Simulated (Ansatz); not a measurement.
The system is BiS.

```
Bi S
1.0
     2.10927    1.21779    3.50049
    -2.10927    1.21779    3.50049
     0.00000   -2.43558    3.50049
Bi S
1 1
Direct
  0.00000 0.00000 0.00000
  0.50000 0.50000 0.50000
```

The cell was built by a generator and needn't be a form met in nature.

```yaml
Program: Ansatz 0.2.0
Task: relaxation of cell and atoms
Functional: PBE
Potentials_or_basis: Ansatz PAW
Cutoff: "420 eV (not typed: the program's choice for these potentials)"
k_mesh: 8 × 8 × 8
Occupations: fermi-dirac, width 0.05 eV
Spin: no spin polarisation
```

At the start: volume 26.97 Å³/atom.

Question: Where does the relaxation end?

Answer: It ends after 11 steps and the volume is 25.24 Å³/atom (-6.4 %); space group R-3m (No. 166, to 0.05 Å).

Step by step:
```tsv
step	energy change (eV)	largest force (eV/Å)	volume (Å³)
1	0.0000	0.0000	53.95
2	-0.0056	0.0000	51.97
3	-0.0114	0.0000	52.40
4	-0.0465	0.0000	52.72
5	-0.0970	0.0000	52.07
6	-0.1121	0.0000	51.06
7	-0.1134	0.0000	50.52
8	-0.1134	0.0000	50.49
9	-0.1141	0.0000	50.49
10	-0.1142	0.0000	50.49
11	-0.1142	0.0000	50.49
```

Final structure:
```cif
data_structure
_symmetry_space_group_name_H-M 'P 1'
_symmetry_Int_Tables_number 1
_cell_length_a 4.5458
_cell_length_b 4.5458
_cell_length_c 4.5458
_cell_angle_alpha 49.851
_cell_angle_beta 49.851
_cell_angle_gamma 49.851
_cell_volume 50.49
loop_
_atom_site_label
_atom_site_type_symbol
_atom_site_fract_x
_atom_site_fract_y
_atom_site_fract_z
_atom_site_occupancy
Bi1 Bi 0.00000 0.00000 0.00000 1
S1 S 0.50000 0.50000 0.50000 1
```

Caveat: the plane-wave basis is chosen anew once the cell has moved, so the energies of steps on either side of that aren't comparable.
